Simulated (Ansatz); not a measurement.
# C3H12AlNO: up Jacob's ladder to CCSD(T)

One table from this session's results is given with a row withheld; the runs are named, their logs left out.

Computed with Ansatz 0.2.0, Gaussian basis. Level: functionals in def2-TZVPP, the program's frozen cores in correlated methods.

The runs, in order: LDA (SPW92), PBE-D4, revPBE-D4, BLYP-D4, r2SCAN-D4, B97M-V, PBE0-D4, B3LYP-D4, r2SCANh-D4, r2SCAN0-D4, HSE06-D4, BHLYP-D4, CAM-B3LYP-D4, LC-ωPBE, ωB97X-V, ωB97M-V, B2PLYP, PBE-QIDH; CCSD(T)/def2-SVP; MP2/def2-TZVPP; RPA on PBE.

1 further run of the same task is left out (it didn't finish).

## The geometry

The geometry comes from an earlier relaxation with PBE0-D4 in a triple-zeta def2 set; it is a stationary point, not always the lowest conformer.

SMILES `C[NH2+][Al-]([CH3])([CH3])[OH]`, 18 atoms, charge 0, spin multiplicity 1.

Atoms are counted from 1 here; the program's logs count them from 0.

Bond lengths: C1–N2 1.466 Å, C1–H7 1.090 Å, C1–H8 1.092 Å, C1–H9 1.090 Å, N2–Al3 2.037 Å, N2–H10 1.016 Å, N2–H11 1.016 Å, Al3–C4 1.974 Å, Al3–C5 1.974 Å, Al3–O6 1.741 Å, C4–H12 1.096 Å, C4–H13 1.096 Å, C4–H14 1.096 Å, C5–H15 1.096 Å, C5–H16 1.096 Å, C5–H17 1.096 Å, O6–H18 0.954 Å. Angles: N2–C1–H7 108.9°, N2–C1–H8 112.5°, N2–C1–H9 108.9°, H7–C1–H8 109.1°, H7–C1–H9 108.1°, H8–C1–H9 109.1°, C1–N2–Al3 117.7°, C1–N2–H10 111.2°, C1–N2–H11 111.2°, Al3–N2–H10 105.1°, Al3–N2–H11 105.2°, H10–N2–H11 105.7°, N2–Al3–C4 103.6°, N2–Al3–C5 103.6°, N2–Al3–O6 90.3°, C4–Al3–C5 117.6°, C4–Al3–O6 117.4°, C5–Al3–O6 117.4° and more.

Set-up of the first run:

in.yaml reads:

```yaml
crystal:
  periodic: [false, false, false]
  atoms:
    - {symbol: C, position_ang: [0.974038, -0.229092, -1.899549]}
    - {symbol: N, position_ang: [1.189335, 0.470981, -0.629211]}
    - {symbol: Al, position_ang: [-0.213729, 0.237695, 0.829217]}
    - {symbol: C, position_ang: [-0.160580, -1.696999, 1.219792]}
    - {symbol: C, position_ang: [-1.858922, 0.961002, 0.011509]}
    - {symbol: O, position_ang: [0.689447, 1.292762, 1.879773]}
    - {symbol: H, position_ang: [0.026975, 0.098327, -2.327450]}
    - {symbol: H, position_ang: [1.774911, -0.044750, -2.618798]}
    - {symbol: H, position_ang: [0.906673, -1.299340, -1.706378]}
    - {symbol: H, position_ang: [1.259847, 1.474539, -0.770687]}
    - {symbol: H, position_ang: [2.067370, 0.191942, -0.201133]}
    - {symbol: H, position_ang: [-0.550741, -2.308691, 0.398067]}
    - {symbol: H, position_ang: [-0.776155, -1.937717, 2.094150]}
    - {symbol: H, position_ang: [0.848848, -2.058126, 1.447992]}
    - {symbol: H, position_ang: [-2.666103, 1.029763, 0.749834]}
    - {symbol: H, position_ang: [-2.244109, 0.332265, -0.799601]}
    - {symbol: H, position_ang: [-1.726040, 1.971944, -0.390755]}
    - {symbol: H, position_ang: [0.421537, 1.524596, 2.765029]}
basis:
  gaussian: {orbitals: def2-TZVPP}
hamiltonian: {xc: lda}
output: {orbitals: {seedname: orbitals}}
```

Started as:

```sh
$ ansatz run in.yaml --threads 4 --pin off --events-out ev --progress --plain --max-ram 11315MiB
```

Among the steps run: LDA; PBE-D4 (GGA); revPBE-D4 (GGA); BLYP-D4 (GGA); r2SCAN-D4 (meta-GGA); B97M-V (meta-GGA); PBE0-D4 (hybrid); B3LYP-D4 (hybrid); r2SCANh-D4 (hybrid); r2SCAN0-D4 (hybrid); HSE06-D4 (hybrid); BHLYP-D4 (hybrid); CAM-B3LYP-D4 (range-separated); LC-ωPBE (range-separated); ωB97X-V (range-separated); ωB97M-V (range-separated); B2PLYP (double hybrid); PBE-QIDH (double hybrid).

One table of the session follows, with a row left open; its other results are not shown here.

It belongs to the step «Frontier levels by functional». 

```
  functional  HOMO (eV)  LUMO (eV)  gap (eV)
 LDA (SPW92)      -5.39      -0.65      4.75
      PBE-D4      -5.25      -0.50      4.75
   revPBE-D4      -5.19      -0.41      4.78
     BLYP-D4      -5.14      -0.52      4.63
   r2SCAN-D4      -5.53       0.18      5.71
      B97M-V      -5.62      -0.35      5.27
     PBE0-D4          ?          ?         ?
    B3LYP-D4      -6.36      -0.02      6.34
  r2SCANh-D4      -6.02       0.42      6.45
  r2SCAN0-D4      -6.77       0.77      7.54
    HSE06-D4      -6.17      -0.04      6.14
    BHLYP-D4      -7.82       0.93      8.75
CAM-B3LYP-D4      -7.97       1.08      9.06
     LC-ωPBE      -9.32       2.42     11.74
     ωB97X-V      -8.98       2.17     11.15
     ωB97M-V      -8.84       1.72     10.56
```

Q: Estimate the row for PBE0-D4 from the others.

The run gave: HOMO (eV): -6.58; LUMO (eV): 0.33; gap (eV): 6.91. In the column «HOMO (eV)» it lies between r2SCAN0-D4 (-6.77) and B3LYP-D4 (-6.36).
